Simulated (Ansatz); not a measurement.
# ClF2H3O3Si2: small, medium and large basis sets

Aim: see how fast density functionals converge with the basis set for ClF2H3O3Si2.

Method: one geometry, several basis sets; program: Ansatz 0.2.0, Gaussian basis.

The runs, in order: PBE0-D4/def2-SVP; ωB97M-V/def2-SVP; PBE0-D4/def2-QZVPP; ωB97M-V/def2-QZVPP; the functionals' def2-TZVPP values are taken from earlier runs.

### Step 1. Structure used throughout

An earlier PBE0-D4 in a triple-zeta def2 set relaxation fixed the geometry.

SMILES `O[SiH](Cl)O[Si](O)(F)F`, 11 atoms, charge 0, spin multiplicity 1.

Atoms are counted from 1 here; the program's logs count them from 0.

Bond lengths: O1–Si2 1.621 Å, O1–H9 0.962 Å, Si2–Cl3 2.045 Å, Si2–O4 1.638 Å, Si2–H10 1.465 Å, O4–Si5 1.601 Å, Si5–O6 1.622 Å, Si5–F7 1.574 Å, Si5–F8 1.575 Å, O6–H11 0.958 Å. Angles: Si2–O1–H9 117.4°, O1–Si2–Cl3 111.3°, O1–Si2–O4 110.9°, O1–Si2–H10 108.6°, Cl3–Si2–O4 107.0°, Cl3–Si2–H10 109.4°, O4–Si2–H10 109.6°, Si2–O4–Si5 137.8°, O4–Si5–O6 107.5°, O4–Si5–F7 110.0°, O4–Si5–F8 111.3°, O6–Si5–F7 111.3°, O6–Si5–F8 110.8°, F7–Si5–F8 105.9°, Si5–O6–H11 119.8°.

### Step 2. PBE0-D4 in def2-SVP

in.yaml reads:

```yaml
crystal:
  periodic: [false, false, false]
  atoms:
    - {symbol: O, position_ang: [-0.261774, -1.965719, -0.821393]}
    - {symbol: Si, position_ang: [-1.232817, -1.132561, 0.173519]}
    - {symbol: Cl, position_ang: [-0.979292, -1.712609, 2.117883]}
    - {symbol: O, position_ang: [-0.901775, 0.470238, 0.106078]}
    - {symbol: Si, position_ang: [0.388642, 1.410764, -0.010879]}
    - {symbol: O, position_ang: [1.658017, 0.458022, -0.344763]}
    - {symbol: F, position_ang: [0.169077, 2.488263, -1.137235]}
    - {symbol: F, position_ang: [0.629605, 2.219757, 1.318457]}
    - {symbol: H, position_ang: [0.676722, -1.757044, -0.800419]}
    - {symbol: H, position_ang: [-2.622692, -1.364835, -0.226859]}
    - {symbol: H, position_ang: [2.541586, 0.828822, -0.353688]}
basis:
  gaussian: {orbitals: def2-SVP}
hamiltonian: {xc: pbe0, dispersion: d4}
output: {orbitals: {seedname: orbitals}}
```

Started as:

```
$ ansatz run in.yaml --threads 2 --pin off --events-out ev --progress --plain --max-ram 31744MiB --backend cpu
```

Further steps of the session: ωB97M-V in def2-SVP; PBE0-D4 in def2-QZVPP; ωB97M-V in def2-QZVPP.

Before running them: what should the planned runs give, taken together? Wanted: PBE0-D4: double and triple zeta above quadruple; ωB97M-V: double and triple zeta above quadruple.

**Answer**, as computed:

| quantity | value |
| --- | --- |
| PBE0-D4: double and triple zeta above quadruple | 27.01, 1.61 eV |
| ωB97M-V: double and triple zeta above quadruple | 27.09, 1.51 eV |

**Reading.** PBE0-D4 gains 25.40 eV from double to triple zeta, then 1.61 eV more. Total energies overstate the basis error of differences, where much of it tends to cancel. The LUMO of ωB97M-V is positive and keeps falling with the basis (2.19 to 0.94 eV): an unbound level that the basis holds in place.
